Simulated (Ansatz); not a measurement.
# BClHNZn: vertical spin-state energies in Python

Which spin state of BClHNZn lies lowest at this geometry? A script is to give vertical spin-state energies; the system is BClHNZn.

Program: Ansatz 0.2.0 through its Python package. Level of theory: CAM-B3LYP/cc-pVDZ. These are calculated values, not measurements.

### Step 1. The structure

Bond lengths: Cl1–B2 1.892 Å, B2–N3 1.532 Å, B2–Zn4 2.105 Å, N3–Zn4 1.920 Å, N3–H5 1.076 Å. Angles: Cl1–B2–N3 151.0°, Cl1–B2–Zn4 147.5°, N3–B2–Zn4 61.3°, B2–N3–Zn4 74.2°, B2–N3–H5 104.8°, Zn4–N3–H5 120.2°, B2–Zn4–N3 44.4°.

The script holds or builds the structure itself.

### Step 2. The code

bclhnzn.py reads:

```python
"""Vertical spin-state energies of BClHNZn."""

import warnings

import ansatz


def main() -> None:
    warnings.simplefilter("ignore", ansatz.DeckWarning)

    geometry = (
        ansatz.Crystal.molecule()
        .atom("Cl", [0.6194, -1.3148, 1.9349])
        .atom("B", [-0.0651, -0.3637, 0.4492])
        .atom("N", [-0.1603, 0.9081, -0.399])
        .atom("Zn", [-1.1965, -0.4162, -1.3251])
        .atom("H", [0.8523, 1.1129, -0.7014])
    )

    model = (
        geometry.calculation()
        .basis(gaussian="cc-pVDZ")
        .functional("CAM-B3LYP")
    )
    found = {}
    for unpaired in [0, 2]:
        r = model.spin("collinear", total=unpaired).run(threads=1, pin="off").report
        s = unpaired / 2
        found[unpaired] = r["free_energy_ev"]
        print(f"2S+1 = {unpaired + 1}: E = {found[unpaired]:.5f} eV, <S^2> = {abs(r['mean_field']['state']['spin_squared']):.3f} (pure state {s * (s + 1):.2f})")
    lowest = min(found, key=found.get)
    for unpaired, e in found.items():
        print(f"multiplicity {unpaired + 1}: {96.485332 * (e - found[lowest]):.1f} kJ/mol above the lowest")


if __name__ == "__main__":
    main()
```

### Step 3. The input behind the calls

The package turns the script's settings into the engine's input (first run):

```yaml
crystal:
  periodic: [false, false, false]
  atoms:
    - { symbol: Cl, position_ang: [0.6194, -1.3148, 1.9349] }
    - { symbol: B, position_ang: [-0.0651, -0.3637, 0.4492] }
    - { symbol: "N", position_ang: [-0.1603, 0.9081, -0.399] }
    - { symbol: Zn, position_ang: [-1.1965, -0.4162, -1.3251] }
    - { symbol: H, position_ang: [0.8523, 1.1129, -0.7014] }
basis:
  gaussian:
    orbitals: cc-pVDZ
hamiltonian:
  xc: cam_b3lyp
magnetization:
  spin_polarized: true
  initial_magnetization: 0.0
```

### Step 4. Launch

Run with:

```sh
> python bclhnzn.py
```

**Question.** Which spin state is lowest at this geometry, and how far above lie the others?

**Answer**, as computed:

| quantity | value |
| --- | --- |
| runs compared | 2 |
| lowest | run 1 (2S+1 = 1) |
| next above it by | 0.412 eV |

What this shows: In order: multiplicity 1 (+0.00 eV) and multiplicity 3 (+0.41 eV), all at the one geometry. What to keep in mind:
- The geometry is a force-field or estimated start, not a minimum of this method, and the basis set is short of its limit. All parts are taken at fixed geometry, without zero-point energy.
